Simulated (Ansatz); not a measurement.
# CH4SSi: interaction energy of a dimer with the counterpoise correction, by script

How strongly do two molecules of CH4SSi bind, and how much of that is basis error? A script is to give the interaction energy of a dimer with the counterpoise correction; the system is CH4SSi. SMILES: C[Si]S.

Computed with the Python package of Ansatz 0.2.0. Level of theory: MP2/def2-SVP.

### 1 Starting point

Bond lengths: C1–Si2 1.785 Å, Si2–S3 2.133 Å, C1–H4 1.049 Å, C1–H5 1.116 Å, C1–H6 1.158 Å, S3–H7 1.388 Å. Angles: C1–Si2–S3 107.2°, Si2–C1–H4 114.0°, Si2–C1–H5 115.0°, Si2–C1–H6 112.1°, H4–C1–H5 104.5°, H4–C1–H6 107.2°, H5–C1–H6 103.0°, Si2–S3–H7 98.0°.

No structure file is read: the coordinates are typed or built in the script.

### 2 The script

run_dimer.py

```python
"""Interaction energy of two CH4SSi molecules, with the counterpoise correction."""

import ansatz

FIRST = [
    ("C", (-0.8688, 0.6167, -0.2348)),
    ("Si", (0.2933, -0.0457, 0.9472)),
    ("S", (1.6148, -1.3325, -0.1234)),
    ("H", (-1.4248, -0.1144, -0.7408)),
    ("H", (-0.4166, 1.2361, -1.0459)),
    ("H", (-1.6243, 1.343, 0.2573)),
    ("H", (2.4267, -1.7033, 0.9401)),
]
SECOND = [
    ("C", (-2.4424, -1.019, 2.5295)),
    ("Si", (-3.4278, 0.3459, 3.1231)),
    ("S", (-5.0234, 0.6202, 1.7349)),
    ("H", (-2.0496, -0.874, 1.568)),
    ("H", (-2.9773, -1.9969, 2.4691)),
    ("H", (-1.5523, -1.2517, 3.2324)),
    ("H", (-5.6618, 1.6711, 2.3799)),
]

def energy(atoms, ghosts=()):
    molecule = ansatz.Crystal.molecule()
    for symbol, xyz in atoms:
        molecule = molecule.atom(symbol, xyz)
    calc = (
        molecule.calculation()
        .basis(gaussian="def2-SVP")
        .correlation("mp2")
        .scf(lower_state_search="light")
    )
    deck = calc.input()
    if ghosts:
        deck = deck.set(ansatz.key.basis.gaussian.ghost_atoms, [{"symbol": s, "position_ang": list(xyz)} for s, xyz in ghosts])
    return ansatz.Session.from_dict(deck).plan().execute().report["free_energy_ev"]

# ghost atoms carry the functions of the partner
both = energy(FIRST + SECOND)
alone = energy(FIRST) + energy(SECOND)
ghosted = energy(FIRST, SECOND) + energy(SECOND, FIRST)
print(f"dimer {both:.6f} eV")
print(f"interaction, uncorrected   {23.060548 * (both - alone):8.3f} kcal/mol")
print(f"interaction, counterpoise  {23.060548 * (both - ghosted):8.3f} kcal/mol")
print(f"basis-set superposition    {23.060548 * (alone - ghosted):8.3f} kcal/mol")
```

### 3 The run

Run with:

```sh
python run_dimer.py
```

**Question.** How large is the interaction at this pose, and how much of it is basis-set superposition?

The runs gave:

| quantity | value |
| --- | --- |
| interaction energy, uncorrected | 0.914 kcal/mol |
| interaction energy, counterpoise | 3.027 kcal/mol |
| runs compared | 5 |

What this shows: The pair is unbound at this geometry and level. Uncorrected it is 0.914 kcal/mol, with the counterpoise correction 3.027 kcal/mol; the difference, 2.11 kcal/mol, is the superposition error. The pose is repulsive. The dimer is a generated trial pose of unrelaxed monomers, not a minimum, so the figure is no binding energy, and the basis set is small.
